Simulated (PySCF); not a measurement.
# One shape, several levels: CH4MoO2S (SMILES [CH3][Mo](=[O])([OH])=[S])

Aim: a comparison of 6 runs (HF/STO-3G, HF/3-21G, B2PLYP/3-21G, PBE0/def2-SVP, BLYP/def2-SVPD, MP2/STO-3G) of CH4MoO2S. Input form: a Python script.

The results are computed with PySCF 2.14.0.

## Step 1: The structure to begin with

The species is CH4MoO2S (9 atoms), meant as a singlet with charge 0. As SMILES, `[CH3][Mo](=[O])([OH])=[S]`. The shape is that of a PBE0-D4/def2-TZVP optimisation. This is one conformer, not always the lowest.

Bond lengths: C1–Mo2 2.094 Å, Mo2–O3 1.669 Å, Mo2–O4 1.860 Å, Mo2–S5 2.108 Å, C1–H6 1.095 Å, C1–H7 1.091 Å, C1–H8 1.092 Å, O4–H9 0.961 Å. Some angles: C1–Mo2–O3 104.6°, C1–Mo2–O4 108.6°, C1–Mo2–S5 105.0°, O3–Mo2–O4 112.9°, O3–Mo2–S5 110.9°, O4–Mo2–S5 114.1°, Mo2–C1–H6 107.2°, Mo2–C1–H7 110.7°, Mo2–C1–H8 109.7°, Mo2–O4–H9 124.4°.

## Step 2: Energy and gradient at HF/STO-3G (run 1)

mol.xyz

```xyz
9

C     -0.277400    -0.693800    -1.125900
Mo     0.553600     0.300400     0.518900
O      1.952200    -0.544200     0.858300
O     -0.673800     0.260900     1.916500
S      0.996200     2.238400    -0.183300
H     -0.519100    -1.711000    -0.801200
H      0.436000    -0.736800    -1.950300
H     -1.181600    -0.175400    -1.452000
H     -1.197600     1.015100     2.201600
```

job.py

```python
import pyscf.grad
from pyscf import gto, scf

mol = gto.M(
    atom='mol.xyz',
    spin=0,
    verbose=4,
    max_memory=1860,
    charge=0,
    basis='sto-3g',
)

myscf = scf.RHF(mol)
myscf.conv_tol = 1e-10
myscf.kernel()
if not myscf.converged:
    myscf = myscf.newton().run(myscf.mo_coeff, myscf.mo_occ)

energy = myscf.e_tot
print('E(%s) = %.9f' % ('HF', energy))
grad = myscf.Gradients().kernel()
myscf.analyze()
```

Run with:

```bash
$ OMP_NUM_THREADS=1 python job.py
```

What it wrote:

```text
PySCF version 2.14.0

[... 96 lines left out ...]
DFT Exchange-Correlation Energy =     -168.144900586661151
[... 12 lines left out ...]
MO #11  energy= -15.3547985063761  occ= 2
[... 10 lines left out ...]
MO #22  energy= -6.21318374115019  occ= 2
[... 10 lines left out ...]
MO #33  energy= -0.522030827105777 occ= 2
[... 10 lines left out ...]
MO #44  energy= 0.187500354699406  occ= 0
[... 10 lines left out ...]
MO #55  energy= 0.795452012749011  occ= 0
[... 67 lines left out ...]
Dipole moment(X, Y, Z, Debye): -1.92345,  0.38600,  0.58224
```

It took 6.9 s on 1 thread of Intel Xeon at 2.70GHz, shared host; peak memory 0.13 GiB.

## Step 3: Energy and forces at HF/3-21G (run 2)

start.xyz

```xyz
9

C     -0.277400    -0.693800    -1.125900
Mo     0.553600     0.300400     0.518900
O      1.952200    -0.544200     0.858300
O     -0.673800     0.260900     1.916500
S      0.996200     2.238400    -0.183300
H     -0.519100    -1.711000    -0.801200
H      0.436000    -0.736800    -1.950300
H     -1.181600    -0.175400    -1.452000
H     -1.197600     1.015100     2.201600
```

run.py

```python
# [CH3][Mo](=[O])([OH])=[S]
from pyscf import gto, scf

system = gto.M(
    atom='start.xyz',
    max_memory=1860,
    verbose=4,
    basis='3-21g',
    spin=0,
)

myscf = scf.RHF(system)
myscf.conv_tol = 1e-10
myscf.kernel()
if not myscf.converged:
    myscf = myscf.newton().run(myscf.mo_coeff, myscf.mo_occ)

e_tot = myscf.e_tot
print('E = %.10f Eh' % e_tot)
grad = myscf.nuc_grad_method().kernel()
dip = myscf.dip_moment()
pop, q = myscf.mulliken_pop()
```

Run with:

```bash
$ OMP_NUM_THREADS=1 python run.py
```

What it wrote:

```text
PySCF version 2.14.0

[... 83 lines left out ...]
converged SCF energy = -4540.9903438661
[... 12 lines left out ...]
Dipole moment(X, Y, Z, Debye): -3.48301, -0.32117, -0.36417
[... 94 lines left out ...]
charge of    8H =      0.43874
```

It took 7.2 s on 1 thread of Intel Xeon at 2.70GHz, shared host; peak memory 0.17 GiB.

Runs 3 to 5 aren't shown in full; the table further down has their settings and results.

## Step 4: Energy and gradient at MP2/STO-3G (run 6)

job.py

```python
# [CH3][Mo](=[O])([OH])=[S]
from pyscf import gto, scf, mp

mol = gto.M(
    atom='''
C   -0.277400  -0.693800  -1.125900
Mo   0.553600   0.300400   0.518900
O    1.952200  -0.544200   0.858300
O   -0.673800   0.260900   1.916500
S    0.996200   2.238400  -0.183300
H   -0.519100  -1.711000  -0.801200
H    0.436000  -0.736800  -1.950300
H   -1.181600  -0.175400  -1.452000
H   -1.197600   1.015100   2.201600
''',
    spin=0,
    basis='sto-3g',
    max_memory=1860,
    verbose=3,
)

mf = scf.RHF(mol)
mf.conv_tol = 1e-10
mf.kernel()
if not mf.converged:
    mf = mf.newton().run(mf.mo_coeff, mf.mo_occ)

pt = mp.MP2(mf, frozen=22).run()
e_final = pt.e_tot
print('Final energy', e_final)
grad = pt.nuc_grad_method().kernel()
dip = mf.dip_moment()
pop, q = mf.mulliken_pop()
```

Run with:

```bash
$ OMP_NUM_THREADS=1 python job.py
```

What it wrote:

```text
converged SCF energy = -4516.66086983928
[... 2 lines left out ...]
Final energy -4517.157095177061
[... 8 lines left out ...]
Dipole moment(X, Y, Z, Debye): -1.92345,  0.38600,  0.58224
[... 65 lines left out ...]
charge of    8H =      0.20622
```

Wall time 18 s (1 thread of Intel Xeon at 2.70GHz, shared host); peak memory 0.26 GiB.

## Step 5: Overview of the runs

```
run                            level      task  frozen core orbitals   energy (Eh)  dipole moment (D) of the reference  HOMO energy (eV)  LUMO energy (eV)  wall time
  1                        HF/STO-3G  gradient                     –  -4516.660870                                2.05             -6.77              4.65      6.9 s
  2                         HF/3-21G  gradient                     –  -4540.990344                                3.52            -10.66             -0.28      7.2 s
  3                     B2PLYP/3-21G    energy                    22  -4544.137822                                3.24             -8.76             -2.09       38 s
  4   PBE0/def2-SVP (core potential)  gradient                     –   -656.837694                                3.12             -7.72             -2.84       56 s
  5  BLYP/def2-SVPD (core potential)  gradient                     –   -657.179905                                2.88             -6.45             -3.60    1.9 min
  6                       MP2/STO-3G  gradient                    22  -4517.157095                                2.05             -6.77              4.65       18 s
```

## Step 6: Summary of results

| quantity | value |
| --- | --- |
| run 6: total energy | -4517.15710 Eh |
| run 6: dipole moment (Hartree–Fock density) | 2.05 D |
| run 6: HOMO energy (Hartree–Fock orbitals) | -6.77 eV |
| run 6: LUMO energy (Hartree–Fock orbitals) | 4.65 eV |
| run 6: HOMO–LUMO gap (Hartree–Fock orbitals) | 11.42 eV |
| run 6: correlation energy (22 core orbitals frozen) | -496.2 mEh |
| run 6: largest force on an atom | 4.032 eV/Å |

In words: Over runs 1, 2, 3, 4, 5 the dipole moment (its size) runs from 2.05 D (HF/STO-3G) to 3.52 D (HF/3-21G). Over runs 1, 2, 3, 4, 5 the HOMO–LUMO gap runs from 2.85 eV (BLYP/def2-SVPD) to 11.42 eV (HF/STO-3G). The two ends differ in method and basis and core potential. Totals of different functionals can't be ranked against each other. Some runs of one species differ in core potentials or relativity; totals across that change don't compare. In runs 1, 6 the basis is minimal, so the values are rough. In runs 1, 2, 3, 6 relativity is left out where basis or elements ask for it. All runs together took 4 min, the longest 1.9 min.
